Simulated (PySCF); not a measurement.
**TaH₂: structure of the doublet**

Aim: relax TaH₂ as a doublet from a bent start, check by its vibrations whether the end is a minimum, and collect its spectrum and constants.

Method: PBE0, basis Ta def2-TZVP with ECP60, H def2-TZVP, scalar-relativistic core potentials, no spin–orbit coupling, density fitting; program: PySCF 2.14.0.

## Step 1: The starting structure

3 atoms, charge 0, spin multiplicity 2.

Bond lengths: Ta1–H2 1.780 Å, Ta1–H3 1.780 Å. Angles: H2–Ta1–H3 110.0°.

```xyz
3
charge 0 multiplicity 2
Ta    0.0000    0.0000    0.0000
H     1.4581    0.0000    1.0210
H    -1.4581    0.0000    1.0210
```

## Step 2: The SCF at the typed geometry

The steps below are one call of a driver around PySCF. For each, scf.py gives the equivalent set-up of the SCF; relaxations use the driver's own optimiser. After this first run the driver tries any further starts and a stability analysis.

scf.py

```python
from pyscf import gto, scf, dft
mol = gto.M(atom='''
Ta     0.000000     0.000000     0.000000
H      1.458100     0.000000     1.021000
H     -1.458100     0.000000     1.021000''',
    basis={'Ta': 'def2-TZVP', 'H': 'def2-TZVP'},
    ecp={'Ta': 'def2-TZVP'},
    charge=0, spin=1)
mf = dft.UKS(mol, xc='PBE0')
mf.grids.atom_grid = (50, 194)
aux = {'Ta': 'def2-universal-JKFIT', 'H': 'def2-universal-JKFIT'}
mf = mf.density_fit(auxbasis=aux)
mf.conv_tol = 1e-08
mf.diis_space = 10
mf.max_cycle = 60
mf.init_guess = 'minao'
mf.verbose = 4
mf.kernel()
```

Command:

```bash
> OMP_NUM_THREADS=2 python axn.py task.json out
```

Standard output:

```text
init E= -39.6875628926849
[... the frontier-level lines of each cycle are left out ...]
cycle= 1 E= -57.8534136634055  delta_E= -18.2  |g|= 0.465  |ddm|= 3.19
cycle= 2 E= -57.7791290129207  delta_E= 0.0743  |g|= 0.568  |ddm|= 1.63
cycle= 3 E= -57.9959207323881  delta_E= -0.217  |g|= 0.0331  |ddm|= 1.03
cycle= 4 E= -57.9980699651257  delta_E= -0.00215  |g|= 0.0168  |ddm|=  0.1
cycle= 5 E= -58.0005139403511  delta_E= -0.00244  |g|= 0.0174  |ddm|= 0.0946
cycle= 6 E= -58.0006802554608  delta_E= -0.000166  |g|= 0.0175  |ddm|= 0.00543
cycle= 7 E= -57.9963054386923  delta_E= 0.00437  |g|= 0.00522  |ddm|= 0.255
cycle= 8 E= -57.9963548938361  delta_E= -4.95e-05  |g|= 0.00222  |ddm|= 0.0226
cycle= 9 E= -57.9963754339601  delta_E= -2.05e-05  |g|= 0.000978  |ddm|= 0.0143
cycle= 10 E= -57.9963757337229  delta_E= -3e-07  |g|= 0.000599  |ddm|= 0.00973
cycle= 11 E= -57.9963762721036  delta_E= -5.38e-07  |g|= 0.00016  |ddm|= 0.00238
cycle= 12 E= -57.9963766414913  delta_E= -3.69e-07  |g|= 0.000143  |ddm|= 0.00244
cycle= 13 E= -57.9963768229931  delta_E= -1.82e-07  |g|= 4.82e-05  |ddm|= 0.00247
cycle= 14 E= -57.996376830643  delta_E= -7.65e-09  |g|= 1.34e-05  |ddm|= 0.000499
Extra cycle  E= -57.9963768309329  delta_E= -2.9e-10  |g|= 1.32e-05  |ddm|= 5.13e-05
converged SCF energy = -57.9963768309329  <S^2> = 0.76491396  2S+1 = 2.0148588
```

This step, with its further starts and checks, needed 13 s of wall time on 2 threads of Arm Neoverse V1, shared host.

Energies from each starting density:

```csv
start,energy (Eh)
the minimal-basis guess,-57.996377
a thermally smeared density,-58.017819
a smeared PBE density,-58.010142
```

The first run landed in a state that is too high. Following the other starts and the instabilities gains 66.0 kJ/mol (-58.02150 Eh), and the work goes on from there.

## Step 3: Relaxing the doublet from the bent start

The program finds C2v symmetry in the start, which this walk keeps. The walk stops when the largest gradient is under 0.0003 Eh/bohr and the energy has settled too.

Edit scf.py of step 2 so:

```diff
@@ -3,3 +3,3 @@
-Ta     0.000000     0.000000     0.000000
-H      1.458100     0.000000     1.021000
-H     -1.458100     0.000000     1.021000''',
+Ta     0.000000     0.000000    -0.011248
+H      1.458100     0.000000     1.009752
+H     -1.458100     0.000000     1.009752''',
@@ -16 +15,0 @@
-mf.init_guess = 'minao'
```

The optimiser's trace:

```csv
step,energy (Eh),change (kJ/mol),largest symmetric gradient (Eh/bohr)
0,-58.021503,0.00,0.01321
1,-58.022781,-3.36,0.00819
2,-58.023634,-5.59,0.00091
3,-58.023646,-5.62,0.00009
4,-58.023646,-5.62,0.00000
```

The walk took 4.4 s.

Geometry (Å) and forces (eV/Å) at some steps, with the part that breaks the symmetry left in:

```
step 0
Ta   0.000   0.000  -0.011  -0.027   0.001   0.679
H    1.458   0.000   1.010   0.009   0.000  -0.330
H   -1.458   0.000   1.010   0.018   0.000  -0.349
step 1
Ta   0.000   0.000   0.030  -0.032   0.000   0.421
H    1.492   0.000   0.989   0.038   0.000  -0.200
H   -1.492   0.000   0.989  -0.006   0.001  -0.221
step 2
Ta   0.000   0.000   0.106  -0.037  -0.001  -0.047
H    1.558   0.000   0.951   0.010   0.000   0.034
H   -1.558   0.000   0.951   0.027   0.001   0.013
step 3
Ta   0.000   0.000   0.097  -0.038   0.000   0.004
H    1.550   0.000   0.955   0.019  -0.001   0.008
H   -1.550   0.000   0.955   0.019   0.000  -0.013
step 4
Ta   0.000   0.000   0.098  -0.037   0.000   0.000
H    1.551   0.000   0.955   0.018  -0.001   0.010
H   -1.551   0.000   0.955   0.019   0.000  -0.011
```

It settles in C2v symmetry, 5.6 kJ/mol below the start, after 4 steps: Ta–H 1.772 Å (×2); H–Ta–H 122.1°.

## Step 4: Vibrations and properties at this point

The point is checked on the finer grid, and tightened if its gradient asks for it. The Hessian and the dipole derivatives come from central differences of analytic gradients, with steps of 0.02 bohr.

Edit scf.py of step 3 so:

```diff
@@ -3,3 +3,3 @@
-Ta     0.000000     0.000000    -0.011248
-H      1.458100     0.000000     1.009752
-H     -1.458100     0.000000     1.009752''',
+Ta    -0.000003    -0.000000    -0.009442
+H      1.550933     0.000000     0.847135
+H     -1.550386    -0.000000     0.848136''',
@@ -10 +10 @@
-mf.grids.atom_grid = (50, 194)
+mf.grids.atom_grid = (75, 302)
@@ -13 +13 @@
-mf.conv_tol = 1e-08
+mf.conv_tol = 1e-10
```

The driver hands on the density of the step before, so the log starts near convergence.

Log of the central SCF (cycles and frontier levels):

```text
init E= -58.023675887461
[... the frontier-level lines of each cycle are left out ...]
cycle= 1 E= -58.0236772123512  delta_E= -1.32e-06  |g|= 0.000599  |ddm|= 0.00108
cycle= 2 E= -58.0236772457244  delta_E= -3.34e-08  |g|= 0.0006  |ddm|= 0.00131
cycle= 3 E= -58.0236774337796  delta_E= -1.88e-07  |g|= 2.09e-05  |ddm|= 0.00052
cycle= 4 E= -58.0236774350946  delta_E= -1.32e-09  |g|= 9.5e-06  |ddm|= 6.09e-05
cycle= 5 E= -58.023677435789  delta_E= -6.94e-10  |g|= 5.54e-06  |ddm|= 6.5e-05
cycle= 6 E= -58.0236774360181  delta_E= -2.29e-10  |g|= 4.32e-06  |ddm|= 3.21e-05
cycle= 7 E= -58.0236774362033  delta_E= -1.85e-10  |g|= 3.25e-06  |ddm|= 2.92e-05
cycle= 8 E= -58.0236774363613  delta_E= -1.58e-10  |g|= 3.08e-06  |ddm|= 2.6e-05
cycle= 9 E= -58.0236774365236  delta_E= -1.62e-10  |g|= 2.96e-06  |ddm|= 2.72e-05
cycle= 10 E= -58.0236774370128  delta_E= -4.89e-10  |g|= 2.6e-06  |ddm|= 8.83e-05
cycle= 11 E= -58.0236774378496  delta_E= -8.37e-10  |g|= 2.13e-06  |ddm|= 0.000186
cycle= 12 E= -58.0236774381575  delta_E= -3.08e-10  |g|= 1.96e-06  |ddm|= 8.61e-05
cycle= 13 E= -58.0236774384038  delta_E= -2.46e-10  |g|= 1.81e-06  |ddm|= 7.46e-05
cycle= 14 E= -58.0236774385703  delta_E= -1.66e-10  |g|= 1.75e-06  |ddm|= 5.06e-05
cycle= 15 E= -58.0236774386954  delta_E= -1.25e-10  |g|= 1.71e-06  |ddm|= 3.62e-05
cycle= 16 E= -58.023677438919  delta_E= -2.24e-10  |g|= 1.64e-06  |ddm|= 6.24e-05
cycle= 17 E= -58.0236774392396  delta_E= -3.21e-10  |g|= 1.56e-06  |ddm|= 9.45e-05
cycle= 18 E= -58.0236774395883  delta_E= -3.49e-10  |g|= 1.48e-06  |ddm|= 0.00011
cycle= 19 E= -58.0236774401738  delta_E= -5.86e-10  |g|= 1.3e-06  |ddm|= 0.000211
cycle= 20 E= -58.0236774405946  delta_E= -4.21e-10  |g|= 1.14e-06  |ddm|= 0.00018
cycle= 21 E= -58.0236774410156  delta_E= -4.21e-10  |g|= 9.39e-07  |ddm|= 0.000228
cycle= 22 E= -58.0236774413746  delta_E= -3.59e-10  |g|= 5.83e-07  |ddm|= 0.000301
cycle= 23 E= -58.0236774414697  delta_E= -9.51e-11  |g|= 4.58e-07  |ddm|= 0.000146
Extra cycle  E= -58.0236774414714  delta_E= -1.72e-12  |g|= 4.2e-07  |ddm|= 2.35e-06
converged SCF energy = -58.0236774414714  <S^2> = 1.5069483  2S+1 = 2.6509985
```

The whole step took 36 s.

Geometry: C2v; Ta–H 1.772 Å (×2); H–Ta–H 122.1°.

Harmonic modes (main isotopes):

| ω (cm⁻¹) | IR (km/mol) | type |
| --- | --- | --- |
| 687 | 20.9 | bend |
| 1818 | 306 | stretch |
| 1833 | 113 | stretch |

Every mode is real; the point is a minimum.

The SCF density has lower symmetry than the nuclear frame, so the modes carry no labels.

Constants and moments:

```yaml
Dipole_moment: 1.68 D
Highest_occupied_level: -5.35 eV
Lowest_empty_level: -2.36 eV
Rotational_constants: 11.51, 3.478, 2.671 cm⁻¹
Zero-point_energy: 25.9 kJ/mol
Principal_polarisabilities: 53.4, 66.6, 70.6 bohr³
Atomisation_energy_without_zero-point_energy: 522 kJ/mol
Principal_traceless_quadrupole_moments_about_the_centre_of_mass: -2.01, 0.53, 1.48 D Å
Entropy_at_298.15_K_and_1_bar_electronic_part_spin_only: 239.5 J/(mol K)
Heat_capacity_Cp_at_298.15_K: 37.0 J/(mol K)
Enthalpy_at_298.15_K_above_0_K: 10.23 kJ/mol
Rotational_symmetry_number: 2
Spin_squared_⟨S²⟩: 1.507
```

Populations by atom (charges in e):

```tsv
atom	Mulliken	Löwdin	polar tensor	spin (Mulliken)	Mayer order to Ta1
Ta1	0.28	0.30	0.54	1.07	–
H2	-0.14	-0.15	-0.26	-0.03	0.98
H3	-0.14	-0.15	-0.27	-0.04	0.98
```

Mulliken populations on Ta1 (outside its core potential): s 3.22, p 6.25, d 3.23, f 0.02.

## Step 5: Results

```
                                          quantity                             value
                                           minimum   broken-symmetry (Ms = 1/2), C2v
                                          geometry  Ta–H 1.772 Å (×2); H–Ta–H 122.1°
                                wavenumbers (cm⁻¹)                   687, 1818, 1833
                                     dipole moment                            1.68 D
highest occupied, lowest empty level (either spin)                   -5.35, -2.36 eV
                        polar-tensor charge of Ta1                           +0.54 e
                                 zero-point energy                       25.9 kJ/mol
                               entropy at 298.15 K                   239.5 J/(mol K)
         atomisation energy (no zero-point energy)                        522 kJ/mol
                                              ⟨S²⟩                             1.507
```

The bent start keeps its C2v symmetry and ends in a minimum. The determinant is spin-contaminated (⟨S²⟩ = 1.51 against 0.75), so it is no pure spin state. The strongest infrared band lies at 1818 cm⁻¹ (stretch). The first SCF alone would have been 66 kJ/mol too high. Only this shape and spin were tried, so other structures or states may lie lower. The SCF density has lower symmetry than the nuclear frame. One determinant may miss the lowest occupation of an open d or f shell. Spin–orbit coupling, left out here, can matter for elements this heavy.

The search up to here took 54 s.
